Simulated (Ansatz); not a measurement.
# In3GaAs4: the cost of one run

Computed with Ansatz 0.2.0 (DFT PBE, scalar-relativistic, plane waves, PAW, unless a step's input says otherwise).

### Step 1. Starting point

Symmetry: P3m1, No. 156, trigonal system. The conventional cell has a = 4.056 Å, b = 4.056 Å, c = 13.377 Å, α = 90.00°, β = 90.00°, γ = 120.00°. In (site symmetry 3m) is surrounded by 4 As at 2.49 to 2.50 Å. Ga (site symmetry 3m) is surrounded by 4 As at 2.49 to 2.50 Å. As (site symmetry 3m) has 4 In at 2.49 to 2.50 Å as nearest neighbours. As (site symmetry 3m) has 3 In at 2.49 Å and 1 Ga at 2.50 Å as nearest neighbours. As (site symmetry 3m) is surrounded by 3 Ga at 2.49 Å and 1 In at 2.50 Å.

Structure file:

```xyz
8
Lattice="4.0557 0.0000 0.0000 -2.0278 3.5123 0.0000 0.0000 0.0000 13.3770" Properties=species:S:1:pos:R:3 pbc="T T T"
In    0.0000    2.3415   13.3769
In    2.0278    1.1708    3.3441
In    2.0278    1.1708   10.0326
Ga    0.0000    2.3415    6.6884
As    0.0000    2.3415    2.5016
As    0.0000    2.3415    9.1901
As    2.0278    1.1708    5.8459
As    2.0278    1.1708   12.5344
```

The start is an ordering of an alloy on its end members' structure types: elements ordered on the sites of the GaAs type, Ga/In on Ga (P3m1, No. 156).

### Step 2. Probe: one point on a coarse mesh

File input.yaml:

```yaml
crystal:
  lattice:
    - [4.05567659, 0.0, 0.0]
    - [-2.0278383, 3.51231896, 0.0]
    - [0.0, 0.0, 13.37699985]
  atoms:
    - { symbol: In, position: [0.33333333, 0.66666667, 0.99999204] }
    - { symbol: In, position: [0.66666667, 0.33333333, 0.24999204] }
    - { symbol: In, position: [0.66666667, 0.33333333, 0.74999204] }
    - { symbol: Ga, position: [0.33333333, 0.66666667, 0.49999204] }
    - { symbol: As, position: [0.33333333, 0.66666667, 0.18700795] }
    - { symbol: As, position: [0.33333333, 0.66666667, 0.68700795] }
    - { symbol: As, position: [0.66666667, 0.33333333, 0.43700795] }
    - { symbol: As, position: [0.66666667, 0.33333333, 0.93700795] }
basis:
  ecutwfc: 420
kpoints:
  mp_grid: { grid: [6, 6, 2] }
hamiltonian:
  xc: pbe
scf:
  occupations: { method: gaussian, width: 0.1 }
  lower_state_search: "off"
output:
  forces: true
  stress: true
  eigenvalues: true
```

The run is started by

```console
> ansatz run input.yaml --threads 1 --pin off --max-ram 2560MiB --backend cpu --events-out ev --progress --plain --runs-dir out
```

What time and memory should one allow on 1 thread of Intel Xeon Platinum 8375C at 2.90GHz (Ice Lake), shared host?

About 13 s, with a peak of 0.54 GiB.
